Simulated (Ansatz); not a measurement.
# CH₅AlClN: basis-set convergence

One table from this session's results is given with a row withheld; the runs are named, their logs left out.

Program: Ansatz 0.2.0, Gaussian basis. Level of theory: one geometry, several basis sets. These are calculated values, not measurements.

Levels to be run: PBE0-D4/def2-SVP; ωB97M-V/def2-SVP; PBE0-D4/def2-QZVPP; ωB97M-V/def2-QZVPP; the functionals' def2-TZVPP values are taken from earlier runs.

## The relaxed structure

All runs share one geometry, relaxed beforehand with PBE0-D4 in a triple-zeta def2 set.

SMILES `C[NH][AlH][Cl]`, 9 atoms, charge 0, spin multiplicity 1.

Atoms are counted from 1 here; the program's logs count them from 0.

Bond lengths: C1–N2 1.449 Å, C1–H5 1.096 Å, C1–H6 1.096 Å, C1–H7 1.092 Å, N2–Al3 1.758 Å, N2–H8 1.010 Å, Al3–Cl4 2.100 Å, Al3–H9 1.571 Å. Angles: N2–C1–H5 112.1°, N2–C1–H6 112.1°, N2–C1–H7 109.8°, H5–C1–H6 107.8°, H5–C1–H7 107.4°, H6–C1–H7 107.4°, C1–N2–Al3 129.6°, C1–N2–H8 112.1°, Al3–N2–H8 118.3°, N2–Al3–Cl4 117.6°, N2–Al3–H9 121.4°, Cl4–Al3–H9 121.0°.

The first run:

Contents of in.yaml:

```yaml
crystal:
  periodic: [false, false, false]
  atoms:
    - {symbol: C, position_ang: [0.028880, 0.778530, -1.025035]}
    - {symbol: N, position_ang: [0.123630, -0.496364, -0.343946]}
    - {symbol: Al, position_ang: [-0.042101, -0.867092, 1.366073]}
    - {symbol: Cl, position_ang: [-0.436834, 0.728776, 2.673274]}
    - {symbol: H, position_ang: [0.959048, 1.039802, -1.542159]}
    - {symbol: H, position_ang: [-0.780907, 0.792459, -1.763248]}
    - {symbol: H, position_ang: [-0.175551, 1.570164, -0.301813]}
    - {symbol: H, position_ang: [0.313328, -1.255563, -0.982102]}
    - {symbol: H, position_ang: [0.099105, -2.337011, 1.901854]}
basis:
  gaussian: {orbitals: def2-SVP}
hamiltonian: {xc: pbe0, dispersion: d4}
output: {orbitals: {seedname: orbitals}}
```

Steps of the session up to this table: PBE0-D4 in def2-SVP; ωB97M-V in def2-SVP; PBE0-D4 in def2-QZVPP; ωB97M-V in def2-QZVPP.

One of the session's tables, all rows but one given; the rest of the session is left out.

It belongs to the step «Functionals by basis». 

| functional | basis | HOMO (eV) |
| --- | --- | --- |
| PBE0-D4 | def2-SVP | -6.98 |
| PBE0-D4 | def2-TZVPP | -7.09 |
| PBE0-D4 | def2-QZVPP | -7.12 |
| ωB97M-V | def2-SVP | -9.27 |
| ωB97M-V | def2-TZVPP | -9.42 |
| ωB97M-V | def2-QZVPP | ? |

Estimate the missing values for ωB97M-V, def2-QZVPP.

As computed: HOMO (eV): -9.46. In the column «HOMO (eV)» it is the lowest.
